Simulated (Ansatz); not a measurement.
# CH7NSn: rotation by 120° about the Sn2–N3 bond

Wanted: the energy profile along the rotation by 120° about the Sn2–N3 bond, from relaxed end points and a band of images. SMILES of the start: [CH3][SnH2][NH2].

All numbers below are computed with Ansatz 0.2.0 (RKS B3LYP-D4/def2-SVP).

### 1 The starting structure

Bond lengths: C1–Sn2 2.075 Å, Sn2–N3 2.035 Å, C1–H4 1.081 Å, C1–H5 1.133 Å, C1–H6 1.143 Å, Sn2–H7 1.760 Å, Sn2–H8 1.714 Å, N3–H9 1.047 Å, N3–H10 1.076 Å. Angles (14 of 15 angles, heavy atoms first): C1–Sn2–N3 108.7°, C1–Sn2–H7 109.8°, C1–Sn2–H8 110.6°, N3–Sn2–H7 108.8°, N3–Sn2–H8 108.9°, Sn2–C1–H4 111.3°, Sn2–C1–H5 112.7°, Sn2–C1–H6 112.9°, Sn2–N3–H9 110.5°, Sn2–N3–H10 108.2°, H7–Sn2–H8 109.9°, H4–C1–H5 104.4°, H4–C1–H6 108.9°, H5–C1–H6 106.1°.

Structure file:

```xyz
10

C    -1.2989    0.6740   -0.5797
Sn    0.1247   -0.7398   -0.0488
N     1.4459    0.1164    1.2402
H    -1.9999    0.2743   -1.2987
H    -0.8489    1.5758   -1.0967
H    -1.8793    1.0790    0.3179
H     0.9946   -1.2762   -1.4814
H    -0.6137   -2.0813    0.7207
H     1.9329    0.9232    0.7846
H     2.2258   -0.5964    1.4450
```

### 2 End point A

Input file input.yaml:

```yaml
crystal:
  periodic: [false, false, false]
  atoms:
    - { symbol: C, position_ang: [-1.2989, 0.674, -0.5797] }
    - { symbol: Sn, position_ang: [0.1247, -0.7398, -0.0488] }
    - { symbol: "N", position_ang: [1.4459, 0.1164, 1.2402] }
    - { symbol: H, position_ang: [-1.9999, 0.2743, -1.2987] }
    - { symbol: H, position_ang: [-0.8489, 1.5758, -1.0967] }
    - { symbol: H, position_ang: [-1.8793, 1.079, 0.3179] }
    - { symbol: H, position_ang: [0.9946, -1.2762, -1.4814] }
    - { symbol: H, position_ang: [-0.6137, -2.0813, 0.7207] }
    - { symbol: H, position_ang: [1.9329, 0.9232, 0.7846] }
    - { symbol: H, position_ang: [2.2258, -0.5964, 1.445] }
basis:
  gaussian: { orbitals: def2-SVP }
hamiltonian:
  xc: b3lyp
  dispersion: d4
relax:
  f_tol: 0.015
  max_steps: 40
output:
  orbitals: {}
```

The run is started by

```console
$ ansatz run input.yaml --threads 1 --pin off --max-ram 2048MiB --backend cpu --events-out ev --progress --plain --runs-dir out
```

The log of the run, shortened:

```text
Warning: RAYON_NUM_THREADS=1 ignored (pool sized by the plan → 1); use --threads N
[...]
Functional definition: B3LYP
[...]
1075 factors; integrals over basis functions are off by at most 3.2e-4 eV
[...]
mean field -8471.90718075 eV, -311.3368464278 hartree, gradient 6.3e-5 eV, S^2 0.000000; 0 other end points of the search recorded, 0 dependent functions left out
[...]
reference -8471.90744342 eV, -311.3368560804 hartree; 21, 21 occupied and 68, 68 virtual orbitals, 1075 factors
relax step   1: F+E_penalty+E_count = -8472.17452479 eV  Δ(F+E_penalty+E_count) = +0.000e0 eV  max|allowed force component| = 2.592e0 eV/Å  Δτ_max = 0.0000 Å  (24 SCF iters, accepted)
[...]
relax step   6: F+E_penalty+E_count = -8472.40227470 eV  Δ(F+E_penalty+E_count) = -2.814e-4 eV  max|allowed force component| = 3.597e-2 eV/Å  Δτ_max = 0.0128 Å  (23 SCF iters, accepted)
[...]
relax step   7: F+E_penalty+E_count = -8472.40240249 eV  Δ(F+E_penalty+E_count) = -1.278e-4 eV  max|allowed force component| = 7.714e-3 eV/Å  Δτ_max = 0.0113 Å  (23 SCF iters, accepted)
1075 factors; integrals over basis functions are off by at most 3.2e-4 eV
[...]
mean field -8472.13782008 eV, -311.3453222665 hartree, gradient 8.0e-6 eV, S^2 0.000000; 1 other end points of the search recorded, 0 dependent functions left out
[...]
reference -8472.13808464 eV, -311.3453319890 hartree; 21, 21 occupied and 68, 68 virtual orbitals, 1075 factors
Total energy: -8472.40266705 eV, -311.3550552134 hartree
Atom 0 at    -1.326154     0.723683    -0.602116 Å, force     0.004338     0.000090     0.006347 eV/Å
Atom 1 at     0.160943    -0.771606    -0.125308 Å, force    -0.001403    -0.001486     0.005685 eV/Å
Atom 2 at     1.450388     0.130201     1.214356 Å, force     0.006900    -0.002098    -0.000449 eV/Å
Atom 3 at    -2.081255     0.308242    -1.284688 Å, force    -0.007714    -0.000819    -0.006709 eV/Å
Atom 4 at    -0.848876     1.590191    -1.082867 Å, force     0.000049    -0.001135    -0.000109 eV/Å
Atom 5 at    -1.815744     1.052275     0.325742 Å, force     0.002512    -0.001087    -0.002775 eV/Å
Atom 6 at     0.938344    -1.342630    -1.567810 Å, force    -0.000668     0.001781    -0.001252 eV/Å
Atom 7 at    -0.513606    -2.105144     0.731288 Å, force     0.001502     0.002871    -0.000917 eV/Å
Atom 8 at     1.988314     0.887655     0.790226 Å, force    -0.000724     0.002711     0.000800 eV/Å
Atom 9 at     2.130845    -0.523866     1.604278 Å, force    -0.004792    -0.000827    -0.000620 eV/Å
Dipole moment:     0.094788     0.046429    -0.167206 e Å
```

Run time: 28 s. Hardware: 1 thread of Arm Neoverse V2, shared host; peak memory 0.18 GiB.

The steps of the relaxation:

| step | energy from step 1 (eV) | largest force component (eV/Å) |
| --- | --- | --- |
| 1 | 0.0000 | 2.5922 |
| 2 | -0.1963 | 0.7847 |
| 3 | -0.2228 | 0.2674 |
| 4 | -0.2264 | 0.0903 |
| 5 | -0.2275 | 0.0707 |
| 6 | -0.2278 | 0.0360 |
| 7 | -0.2279 | 0.0077 |

Step 1 is the start.

After: Bond lengths: C1–Sn2 2.162 Å, Sn2–N3 2.067 Å, C1–H4 1.099 Å, C1–H5 1.100 Å, C1–H6 1.099 Å, Sn2–H7 1.735 Å, Sn2–H8 1.723 Å, N3–H9 1.021 Å, N3–H10 1.021 Å. Angles (14 of 15 angles, heavy atoms first): C1–Sn2–N3 105.7°, C1–Sn2–H7 110.6°, C1–Sn2–H8 112.1°, N3–Sn2–H7 113.8°, N3–Sn2–H8 105.1°, Sn2–C1–H4 110.4°, Sn2–C1–H5 110.0°, Sn2–C1–H6 109.1°, Sn2–N3–H9 112.5°, Sn2–N3–H10 112.6°, H7–Sn2–H8 109.5°, H4–C1–H5 108.9°, H4–C1–H6 109.3°, H5–C1–H6 109.1°.

### 3 Relaxing end B

The second end starts from a geometry with the move made by hand.

input.yaml, as its differences from that of step 2:

```diff
@@ -11,4 +11,4 @@
     - { symbol: H, position_ang: [-0.6137, -2.0813, 0.7207] }
-    - { symbol: H, position_ang: [1.9329, 0.9232, 0.7846] }
-    - { symbol: H, position_ang: [2.2258, -0.5964, 1.445] }
+    - { symbol: H, position_ang: [2.1686, -0.57867, 1.54061] }
+    - { symbol: H, position_ang: [0.91772, 0.3723, 2.14231] }
 basis:
```

The run is started by

```console
$ ansatz run input.yaml --threads 1 --pin off --max-ram 2048MiB --backend cpu --events-out ev --progress --plain --runs-dir out
```

The log of the run, shortened:

```text
Warning: RAYON_NUM_THREADS=1 ignored (pool sized by the plan → 1); use --threads N
[...]
[... 1 set-up line as earlier in the session ...]
[...]
1075 factors; integrals over basis functions are off by at most 3.2e-4 eV
[...]
mean field -8471.90022742 eV, -311.3365908973 hartree, gradient 4.1e-5 eV, S^2 0.000000; 0 other end points of the search recorded, 0 dependent functions left out
[...]
reference -8471.90049017 eV, -311.3366005533 hartree; 21, 21 occupied and 68, 68 virtual orbitals, 1075 factors
relax step   1: F+E_penalty+E_count = -8472.16759781 eV  Δ(F+E_penalty+E_count) = +0.000e0 eV  max|allowed force component| = 2.604e0 eV/Å  Δτ_max = 0.0000 Å  (24 SCF iters, accepted)
[...]
relax step   6: F+E_penalty+E_count = -8472.40219886 eV  Δ(F+E_penalty+E_count) = +6.759e-5 eV  max|allowed force component| = 6.338e-2 eV/Å  Δτ_max = 0.0084 Å  (27 SCF iters, rejected (line search))
[...]
Total energy: -8472.40265903 eV, -311.3550549187 hartree
Atom 0 at    -1.334148     0.717975    -0.591945 Å, force     0.000675    -0.000220    -0.001894 eV/Å
Atom 1 at     0.101364    -0.802109    -0.041628 Å, force    -0.001721     0.001459     0.001526 eV/Å
Atom 2 at     1.420621     0.120306     1.253943 Å, force    -0.000145    -0.000141     0.000407 eV/Å
Atom 3 at    -2.067417     0.314481    -1.305231 Å, force     0.000499    -0.000434    -0.000178 eV/Å
Atom 4 at    -0.803768     1.562801    -1.053788 Å, force    -0.000664     0.000753    -0.000144 eV/Å
Atom 5 at    -1.865660     1.073791     0.302836 Å, force    -0.000932    -0.000166     0.000036 eV/Å
Atom 6 at     1.063709    -1.301934    -1.379413 Å, force     0.000587     0.000217    -0.001619 eV/Å
Atom 7 at    -0.702062    -2.179537     0.642540 Å, force    -0.001103    -0.001587     0.000465 eV/Å
Atom 8 at     2.216479    -0.473673     1.491469 Å, force     0.000467    -0.000016     0.000347 eV/Å
Atom 9 at     0.981702     0.383727     2.137637 Å, force     0.002338     0.000134     0.001054 eV/Å
Dipole moment:    -0.128733    -0.067290     0.133168 e Å
```

Run time: 27 s. Hardware: 1 thread of Arm Neoverse V2, shared host; peak memory 0.26 GiB.

The steps of the relaxation:

| step | energy from step 1 (eV) | largest force component (eV/Å) |
| --- | --- | --- |
| 1 | 0.0000 | 2.6039 |
| 2 | -0.2046 | 0.8028 |
| 3 | -0.2313 | 0.1686 |
| 4 | -0.2335 | 0.0574 |
| 5 | -0.2347 | 0.0321 |
| 6x | -0.2346 | 0.0634 |
| 7 | -0.2348 | 0.0023 |

Step 1 is the start. 1 step was tried and not accepted (marked x).

After: Bond lengths: C1–Sn2 2.162 Å, Sn2–N3 2.066 Å, C1–H4 1.100 Å, C1–H5 1.099 Å, C1–H6 1.100 Å, Sn2–H7 1.722 Å, Sn2–H8 1.735 Å, N3–H9 1.021 Å, N3–H10 1.021 Å. Angles (14 of 15 angles, heavy atoms first): C1–Sn2–N3 105.6°, C1–Sn2–H7 112.2°, C1–Sn2–H8 110.6°, N3–Sn2–H7 105.1°, N3–Sn2–H8 113.8°, Sn2–C1–H4 110.5°, Sn2–C1–H5 109.1°, Sn2–C1–H6 110.0°, Sn2–N3–H9 112.6°, Sn2–N3–H10 112.5°, H7–Sn2–H8 109.6°, H4–C1–H5 109.3°, H4–C1–H6 108.9°, H5–C1–H6 109.0°.

### 4 The band

crystal.atoms is end A as relaxed above, and neb.final_atoms is end B, turned to lie on A. With 5 inner images the band has 7 in all.

Input file input.yaml:

```yaml
crystal:
  periodic: [false, false, false]
  atoms:
    - { symbol: C, position_ang: [-1.326154, 0.723683, -0.602116] }
    - { symbol: Sn, position_ang: [0.160943, -0.771606, -0.125308] }
    - { symbol: "N", position_ang: [1.450388, 0.130201, 1.214356] }
    - { symbol: H, position_ang: [-2.081255, 0.308242, -1.284688] }
    - { symbol: H, position_ang: [-0.848876, 1.590191, -1.082867] }
    - { symbol: H, position_ang: [-1.815744, 1.052275, 0.325742] }
    - { symbol: H, position_ang: [0.938344, -1.34263, -1.56781] }
    - { symbol: H, position_ang: [-0.513606, -2.105144, 0.731288] }
    - { symbol: H, position_ang: [1.988314, 0.887655, 0.790226] }
    - { symbol: H, position_ang: [2.130845, -0.523866, 1.604278] }
basis:
  gaussian: { orbitals: def2-SVP }
hamiltonian:
  xc: b3lyp
  dispersion: d4
neb:
  order_check: false
  images: 5
  f_tol: 0.05
  max_iterations: 60
  initial_path: idpp
  final_atoms:
    - { symbol: C, position_ang: [-1.36223023, 0.70112701, -0.54324161] }
    - { symbol: Sn, position_ang: [0.21577795, -0.73953984, -0.21374493] }
    - { symbol: "N", position_ang: [1.66670123, 0.26037433, 0.86550757] }
    - { symbol: H, position_ang: [-2.17323638, 0.25447957, -1.1365736] }
    - { symbol: H, position_ang: [-0.95161409, 1.56709233, -1.08160146] }
    - { symbol: H, position_ang: [-1.76995778, 1.03831358, 0.42102315] }
    - { symbol: H, position_ang: [0.98926227, -1.20312471, -1.68085526] }
    - { symbol: H, position_ang: [-0.40356552, -2.14900958, 0.58668984] }
    - { symbol: H, position_ang: [2.51863015, -0.2905473, 0.98092888] }
    - { symbol: H, position_ang: [1.3534314, 0.5098356, 1.80496842] }
```

The run is started by

```console
$ ansatz run input.yaml --threads 1 --pin off --max-ram 2048MiB --backend cpu --events-out ev --progress --plain --runs-dir out
```

The log of the run, shortened:

```text
Warning: RAYON_NUM_THREADS=1 ignored (pool sized by the plan → 1); use --threads N
[...]
[... 1 set-up line as earlier in the session ...]
[...]
1072 factors; integrals over basis functions are off by at most 3.2e-4 eV
[...]
mean field -8472.13780990 eV, -311.3453218926 hartree, gradient 2.3e-5 eV, S^2 0.000000; 0 other end points of the search recorded, 0 dependent functions left out
[...]
reference -8472.13807455 eV, -311.3453316181 hartree; 21, 21 occupied and 68, 68 virtual orbitals, 1072 factors
1072 factors; integrals over basis functions are off by at most 5.7e-4 eV
[...]
mean field -8472.13774714 eV, -311.3453195863 hartree, gradient 2.4e-5 eV, S^2 0.000000; 0 other end points of the search recorded, 0 dependent functions left out
[...]
reference -8472.13801335 eV, -311.3453293692 hartree; 21, 21 occupied and 68, 68 virtual orbitals, 1072 factors
[...]
Atom 0 at    -1.465375     0.655400    -0.459568 Å, force     0.001724     0.008482     0.004770 eV/Å
Atom 1 at     0.218253    -0.677678    -0.210418 Å, force     0.006553    -0.003526     0.001900 eV/Å
Atom 2 at     1.607283     0.286545     0.980797 Å, force    -0.035467     0.015387    -0.011602 eV/Å
Atom 3 at    -2.239105     0.185112    -1.084023 Å, force    -0.002506     0.003523     0.000326 eV/Å
Atom 4 at    -1.127898     1.585878    -0.938576 Å, force     0.001341    -0.003087    -0.002766 eV/Å
Atom 5 at    -1.890277     0.896284     0.525601 Å, force    -0.000250    -0.004630    -0.000116 eV/Å
Atom 6 at     0.946749    -1.035468    -1.736319 Å, force     0.001845    -0.000990     0.000468 eV/Å
Atom 7 at    -0.268657    -2.138638     0.574171 Å, force     0.001843    -0.000884     0.000592 eV/Å
Atom 8 at     2.502193     0.414631     0.508261 Å, force     0.013487    -0.006169     0.001285 eV/Å
Atom 9 at     1.800034    -0.223066     1.843176 Å, force     0.011428    -0.008104     0.005143 eV/Å
Dipole moment:     0.044430    -0.098019    -0.023532 e Å
this run last wrote the band of iteration 5 to <dir>
```

Wall time 1.7 min (1 thread of Arm Neoverse V2, shared host); peak memory 0.27 GiB.

### 5 Images and barrier

The 5 inner images lie between the fixed ends 0 and 6. Energy is taken from image 0, and the path length is the program's own coordinate along the band.

| image | path (Å) | energy (eV) | dihedral C1–Sn2–N3–H10 (°) | band force (eV/Å) |
| --- | --- | --- | --- | --- |
| 0 | 0.000 | 0.0000 | 173 | - |
| 1 | 0.375 | 0.0048 | 155 | 0.013 |
| 2 | 0.751 | 0.0157 | 137 | 0.029 |
| 3* | 1.126 | 0.0217 | 120 | 0.035 |
| 4 | 1.503 | 0.0157 | 102 | 0.026 |
| 5 | 1.880 | 0.0047 | 84 | 0.011 |
| 6 | 2.257 | 0.0000 | 67 | - |

The star marks the climbing image.

image, energy (eV) and a bar:
```
        0      0.000 
        1      0.005 #######
        2      0.016 ######################
        3      0.022 ##############################
        4      0.016 ######################
        5      0.005 ######
        6      0.000
```

How the highest energy settled:

| iteration | highest image above image 0 (eV) | largest band force (eV/Å) |
| --- | --- | --- |
| 1 | 0.0459 | 0.253 |
| 2 | 0.0358 | 0.224 |
| 3 | 0.0229 | 0.092 |
| 4 | 0.0220 | 0.067 |
| 5 | 0.0217 | 0.035 |

The band as a trajectory file:

```xyz
10
image=0 dE=0.0000
C    -1.326    0.724   -0.602
Sn    0.161   -0.772   -0.125
N     1.450    0.130    1.214
H    -2.081    0.308   -1.285
H    -0.849    1.590   -1.083
H    -1.816    1.052    0.326
H     0.938   -1.343   -1.568
H    -0.514   -2.105    0.731
H     1.988    0.888    0.790
H     2.131   -0.524    1.604
10
image=1 dE=0.0048
C    -1.383    0.705   -0.563
Sn    0.185   -0.728   -0.158
N     1.498    0.183    1.153
H    -2.145    0.262   -1.222
H    -0.963    1.597   -1.050
H    -1.849    1.001    0.387
H     0.944   -1.236   -1.632
H    -0.415   -2.100    0.694
H     2.194    0.765    0.686
H     2.016   -0.500    1.708
10
image=2 dE=0.0157
C    -1.430    0.682   -0.515
Sn    0.204   -0.696   -0.186
N     1.554    0.237    1.073
H    -2.197    0.221   -1.155
H    -1.057    1.596   -0.999
H    -1.875    0.948    0.454
H     0.947   -1.134   -1.687
H    -0.336   -2.109    0.642
H     2.371    0.601    0.583
H     1.903   -0.397    1.792
10
image=3 dE=0.0217
C    -1.465    0.655   -0.460
Sn    0.218   -0.678   -0.210
N     1.607    0.287    0.981
H    -2.239    0.185   -1.084
H    -1.128    1.586   -0.939
H    -1.890    0.896    0.526
H     0.947   -1.035   -1.736
H    -0.269   -2.139    0.574
H     2.502    0.415    0.508
H     1.800   -0.223    1.843
10
image=4 dE=0.0157
C    -1.490    0.626   -0.400
Sn    0.233   -0.670   -0.240
N     1.655    0.329    0.881
H    -2.274    0.150   -1.007
H    -1.186    1.571   -0.873
H    -1.891    0.842    0.602
H     0.943   -0.949   -1.787
H    -0.201   -2.176    0.495
H     2.590    0.226    0.487
H     1.706    0.000    1.846
10
image=5 dE=0.0047
C    -1.502    0.596   -0.337
Sn    0.251   -0.668   -0.283
N     1.694    0.360    0.782
H    -2.301    0.118   -0.922
H    -1.235    1.556   -0.799
H    -1.867    0.780    0.684
H     0.926   -0.883   -1.854
H    -0.130   -2.212    0.410
H     2.637    0.063    0.529
H     1.611    0.239    1.792
10
image=6 dE=0.0000
C    -1.449    0.628   -0.382
Sn    0.250   -0.705   -0.283
N     1.709    0.328    0.752
H    -2.272    0.162   -0.943
H    -1.148    1.558   -0.885
H    -1.799    0.867    0.633
H     0.931   -1.007   -1.835
H    -0.199   -2.209    0.457
H     2.605   -0.161    0.761
H     1.457    0.489    1.729
```

### 6 Vibrations at the top

The geometry is the highest inner image of the first converged band.

Input file input.yaml:

```yaml
crystal:
  periodic: [false, false, false]
  atoms:
    - { symbol: C, position_ang: [-1.465375, 0.6554, -0.459568] }
    - { symbol: Sn, position_ang: [0.218253, -0.677678, -0.210418] }
    - { symbol: "N", position_ang: [1.607283, 0.286545, 0.980797] }
    - { symbol: H, position_ang: [-2.239105, 0.185112, -1.084023] }
    - { symbol: H, position_ang: [-1.127898, 1.585878, -0.938576] }
    - { symbol: H, position_ang: [-1.890277, 0.896284, 0.525601] }
    - { symbol: H, position_ang: [0.946749, -1.035468, -1.736319] }
    - { symbol: H, position_ang: [-0.268657, -2.138638, 0.574171] }
    - { symbol: H, position_ang: [2.502193, 0.414631, 0.508261] }
    - { symbol: H, position_ang: [1.800034, -0.223066, 1.843176] }
basis:
  gaussian: { orbitals: def2-SVP }
hamiltonian:
  xc: b3lyp
  dispersion: d4
phonons: {}
```

The run is started by

```console
$ ansatz run input.yaml --threads 1 --pin off --max-ram 2048MiB --backend cpu --events-out ev --progress --plain --runs-dir out
```

The log of the run, shortened:

```text
Warning: RAYON_NUM_THREADS=1 ignored (pool sized by the plan → 1); use --threads N
[...]
[... 1 set-up line as earlier in the session ...]
[...]
1072 factors; integrals over basis functions are off by at most 3.5e-4 eV
[...]
mean field -8472.11727399 eV, -311.3445672119 hartree, gradient 3.9e-5 eV, S^2 0.000000; 0 other end points of the search recorded, 0 dependent functions left out
[...]
reference -8472.11753638 eV, -311.3445768545 hartree; 21, 21 occupied and 68, 68 virtual orbitals, 1072 factors
[...]
1072 factors; integrals over basis functions are off by at most 3.5e-4 eV
[...]
mean field -8472.11709930 eV, -311.3445607919 hartree, gradient 1.1e-6 eV, S^2 0.000000; 0 other end points of the search recorded, 0 dependent functions left out
[...]
reference -8472.11736164 eV, -311.3445704329 hartree; 21, 21 occupied and 68, 68 virtual orbitals, 1072 factors
[...]
1072 factors; integrals over basis functions are off by at most 3.5e-4 eV
[...]
WARN: phonons: modes at or below zero, which the zero-point energy, F, S and C_V leave out: 1, the lowest at -153.84 cm⁻¹. A minimum has none, and a first-order saddle one
[...]
Atom 1 at     0.218253    -0.677678    -0.210418 Å, force     0.006410    -0.003327     0.001749 eV/Å
Atom 2 at     1.607283     0.286545     0.980797 Å, force    -0.035461     0.015333    -0.011682 eV/Å
Atom 3 at    -2.239105     0.185112    -1.084023 Å, force    -0.002517     0.003529     0.000327 eV/Å
Atom 4 at    -1.127898     1.585878    -0.938576 Å, force     0.001329    -0.003092    -0.002758 eV/Å
Atom 5 at    -1.890277     0.896284     0.525601 Å, force    -0.000257    -0.004614    -0.000096 eV/Å
Atom 6 at     0.946749    -1.035468    -1.736319 Å, force     0.001926    -0.001016     0.000564 eV/Å
Atom 7 at    -0.268657    -2.138638     0.574171 Å, force     0.001857    -0.000974     0.000651 eV/Å
Atom 8 at     2.502193     0.414631     0.508261 Å, force     0.013486    -0.006157     0.001318 eV/Å
Atom 9 at     1.800034    -0.223066     1.843176 Å, force     0.011444    -0.008118     0.005142 eV/Å
Dipole moment:     0.044430    -0.098018    -0.023532 e Å
Vibrations: -153.84 74.84 151.94 334.11 506.75 506.89 518.32 609.22 617.17 696.26 773.97 784.44 860.89 1213.74 1433.61 1435.79 1543.32 1862.11 1872.50 3045.36 3152.00 3154.28 3505.22 3596.58 cm⁻¹, zero-point energy 1.999202 eV
```

Wall time 2.4 min (1 thread of Arm Neoverse V2, shared host); peak memory 0.27 GiB.

Of 24 modes, 1 is imaginary by more than 30 cm⁻¹ (154i cm⁻¹).

### 7 Outcome

| quantity | value |
| --- | --- |
| end A | 6 moves, 0.228 eV lower |
| end B | 5 moves, 0.235 eV lower |
| barrier forwards | 0.022 eV |
| barrier backwards | 0.022 eV |
| second end relative to first | 0.000 eV |
| highest image | 3 of 0 to 6, climbing |
| band iterations | 5 |
| imaginary modes at the top | 154i cm⁻¹ |

The top lies 0.022 eV above the first end, or 0.8 kT at room temperature. The two ends lie within 1 meV of each other. The listed dihedral goes from 173° at end A through 120° at the highest image to 67° at end B. One imaginary mode, as a first-order saddle point has. These are electronic energies, with no zero-point or thermal terms.
